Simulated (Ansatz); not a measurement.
**C7H8ClN: how energies converge with the basis set**

An exercise on one series of results from a longer session: the logs are not shown, and one member is left open.

Computed with Ansatz 0.2.0, Gaussian basis. Level: one geometry, several basis sets.

The runs, in order: PBE0-D4/def2-SVP; ωB97M-V/def2-SVP; PBE0-D4/def2-QZVPP; ωB97M-V/def2-QZVPP; the functionals' def2-TZVPP values are taken from earlier runs.

1 further run of the same task is left out (it didn't finish). Runs told in other sessions of the task aren't counted.

**The geometry**

The geometry comes from an earlier relaxation with PBE0-D4 in a triple-zeta def2 set; it is a stationary point, not always the lowest conformer.

SMILES `Cc1ccc(N)cc1Cl`, 17 atoms, charge 0, spin multiplicity 1.

Atoms are counted from 1 here; the program's logs count them from 0.

Bond lengths: C1–C2 1.494 Å, C1–H10 1.093 Å, C1–H11 1.091 Å, C1–H12 1.093 Å, C2–C3 1.392 Å, C2–C8 1.392 Å, C3–C4 1.382 Å, C3–H13 1.085 Å, C4–C5 1.394 Å, C4–H14 1.085 Å, C5–N6 1.385 Å, C5–C7 1.393 Å, N6–H15 1.007 Å, N6–H16 1.007 Å, C7–C8 1.383 Å, C7–H17 1.084 Å, C8–Cl9 1.733 Å. Angles: C2–C1–H10 111.5°, C2–C1–H11 110.4°, C2–C1–H12 111.5°, H10–C1–H11 108.3°, H10–C1–H12 106.7°, H11–C1–H12 108.2°, C1–C2–C3 121.7°, C1–C2–C8 122.5°, C3–C2–C8 115.8°, C2–C3–C4 122.7°, C2–C3–H13 118.4°, C4–C3–H13 118.9°, C3–C4–C5 120.3°, C3–C4–H14 119.9°, C5–C4–H14 119.7°, C4–C5–N6 121.1°, C4–C5–C7 118.2°, N6–C5–C7 120.6° and more.

Geometry (Å):

```xyz
17
charge 0, multiplicity 1
C     2.5284   -0.9226   -0.0921
C     1.1188   -0.4284   -0.0530
C     0.3300   -0.3746   -1.1981
C    -0.9756    0.0789   -1.1843
C    -1.5594    0.5087    0.0069
N    -2.8836    0.9124    0.0506
C    -0.7921    0.4657    1.1691
C     0.5113    0.0065    1.1219
Cl    1.4126   -0.0185    2.6020
H     3.2312   -0.1574    0.2485
H     2.8029   -1.2109   -1.1075
H     2.6671   -1.7897    0.5592
H     0.7618   -0.7026   -2.1381
H    -1.5519    0.0971   -2.1032
H    -3.1300    1.5079    0.8238
H    -3.2621    1.2414   -0.8221
H    -1.2095    0.7861    2.1163
```

Set-up of the first run:

The input, in.yaml:

```yaml
crystal:
  periodic: [false, false, false]
  atoms:
    - {symbol: C, position_ang: [2.528398, -0.922553, -0.092091]}
    - {symbol: C, position_ang: [1.118825, -0.428411, -0.052984]}
    - {symbol: C, position_ang: [0.329966, -0.374629, -1.198121]}
    - {symbol: C, position_ang: [-0.975589, 0.078877, -1.184277]}
    - {symbol: C, position_ang: [-1.559362, 0.508709, 0.006897]}
    - {symbol: N, position_ang: [-2.883584, 0.912384, 0.050586]}
    - {symbol: C, position_ang: [-0.792068, 0.465673, 1.169120]}
    - {symbol: C, position_ang: [0.511347, 0.006511, 1.121876]}
    - {symbol: Cl, position_ang: [1.412570, -0.018504, 2.602024]}
    - {symbol: H, position_ang: [3.231200, -0.157437, 0.248518]}
    - {symbol: H, position_ang: [2.802898, -1.210857, -1.107505]}
    - {symbol: H, position_ang: [2.667130, -1.789677, 0.559198]}
    - {symbol: H, position_ang: [0.761785, -0.702588, -2.138061]}
    - {symbol: H, position_ang: [-1.551877, 0.097098, -2.103171]}
    - {symbol: H, position_ang: [-3.130001, 1.507911, 0.823753]}
    - {symbol: H, position_ang: [-3.262098, 1.241397, -0.822107]}
    - {symbol: H, position_ang: [-1.209531, 0.786097, 2.116337]}
basis:
  gaussian: {orbitals: def2-SVP}
hamiltonian: {xc: pbe0, dispersion: d4}
output: {orbitals: {seedname: orbitals}}
```

On the command line:

```
ansatz run in.yaml --threads 2 --pin off --events-out ev --progress --plain --max-ram 22528MiB --backend cpu
```

Among the steps run: PBE0-D4 in def2-SVP; ωB97M-V in def2-SVP; PBE0-D4 in def2-QZVPP; ωB97M-V in def2-QZVPP.

One table of the session follows, with a row left open; its other results are not shown here.

It belongs to the step «Density functionals: the series». 

| functional | basis | HOMO (eV) | LUMO (eV) |
| --- | --- | --- | --- |
| PBE0-D4 | def2-SVP | -5.88 | -0.10 |
| PBE0-D4 | def2-TZVPP | -5.99 | -0.32 |
| PBE0-D4 | def2-QZVPP | -6.02 | -0.39 |
| ωB97M-V | def2-SVP | -7.90 | 1.96 |
| ωB97M-V | def2-TZVPP | ? | ? |
| ωB97M-V | def2-QZVPP | -8.05 | 1.53 |

Q: Estimate the row for ωB97M-V, def2-TZVPP from the others.

**Answer.** HOMO (eV): -8.02; LUMO (eV): 1.65. In the column «HOMO (eV)» it lies between ωB97M-V, def2-QZVPP (-8.05) and ωB97M-V, def2-SVP (-7.90).
